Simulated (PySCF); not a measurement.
# C4H7O2P: the cost of one run

Computed with PySCF 2.14.0 and routines of our own; the level stands in each step. Atoms count from 0.

### 1 The starting structure

14 atoms, charge 0, multiplicity 1; geometry from: GFN2-xTB.

### 2 Optimising the geometry at HF/6-31G*

Job settings and geometry (Å):

```
{"job": {"xc": "HF", "basis": "6-31G*", "grid": 1, "kind": "geom"}, "charge": 0, "multiplicity": 1}
C      2.876210    -1.004911    -0.471984
C      1.582755    -0.380774    -0.340399
C      0.491867     0.116940    -0.242491
P     -1.044374     0.974182    -0.031540
C     -2.180350    -0.254807     0.690001
O     -0.940092     2.267250     0.653279
O     -1.609165     1.148580    -1.534166
H      3.643495    -0.346209    -0.067026
H      2.891390    -1.947135     0.074521
H      3.090523    -1.198702    -1.522278
H     -1.807675    -0.551838     1.666450
H     -2.257166    -1.120333     0.040278
H     -3.155128     0.214149     0.803985
H     -1.582968     2.083136    -1.745774
```

Command:

```
> OMP_NUM_THREADS=1 python excited_run.py task.json out
```

The driver reads the jobs from task.json and runs them one after another.

**Question.** How long does this first job take on 1 thread of Arm Neoverse V1, shared host, and how much memory does it need?

About 31 s, with a peak of 0.5 GiB.
